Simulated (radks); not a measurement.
# Tb⁴⁺ in [Xe] 4f7: an all-electron calculation

An exercise on one series of results from a longer session: the logs are not shown, and one member is left open.

Program: radks (a radial shooting solver on a logarithmic mesh, Libxc functionals) version 1. Level of theory: non-relativistic Kohn-Sham, PBE, spin-unpolarised, spherical densities, point nucleus. These are calculated values, not measurements, unless marked.

## The atom as given

- element: terbium (Z = 65)
- charge: +4
- electrons: 61
- configuration: [Xe] 4f7

Outer shells as boxes (Hund's rule):

Tb⁴⁺
```
[Xe] core
4f [↑ ][↑ ][↑ ][↑ ][↑ ][↑ ][↑ ]
```

The first run:

The run's settings:

```text
Z 65
configuration [Xe] 4f7
relativity non-relativistic
functional pbe,pbe
spin unpolarised
nucleus point
```

One table of the session follows, with a row left open; its other results are not shown here.

It belongs to the step «Orbitals and density». From the orbitals of this run (lengths in bohr):

```
level      <r>  outermost maximum (interpolated)  90 % within  nodes
   1s  0.02333                            0.0155       0.0415      0
   2s  0.09926                            0.0847        0.152      1
   2p  0.08416                            0.0659        0.136      0
   3s        ?                                 ?            ?      ?
   3p   0.2455                             0.223        0.366      1
   3d   0.2176                             0.178        0.338      0
   4s   0.5747                             0.536        0.824      3
   4p   0.5873                             0.541        0.852      2
   4d   0.6182                             0.546        0.926      1
   5s    1.348                              1.23         1.92      4
   5p    1.479                              1.33         2.13      3
   4f   0.7535                             0.533         1.25      0
```

**Question.** Estimate the row for 3s.

**Answer.** <r>: 0.2558; outermost maximum (interpolated): 0.236; 90 % within: 0.373; nodes: 2. In the column «<r>» it lies between 3p (0.2455) and 4s (0.5747).

Limits of these values: Relativity is left out here, which matters for elements this heavy. Spin polarisation and multiplet splitting are left out.
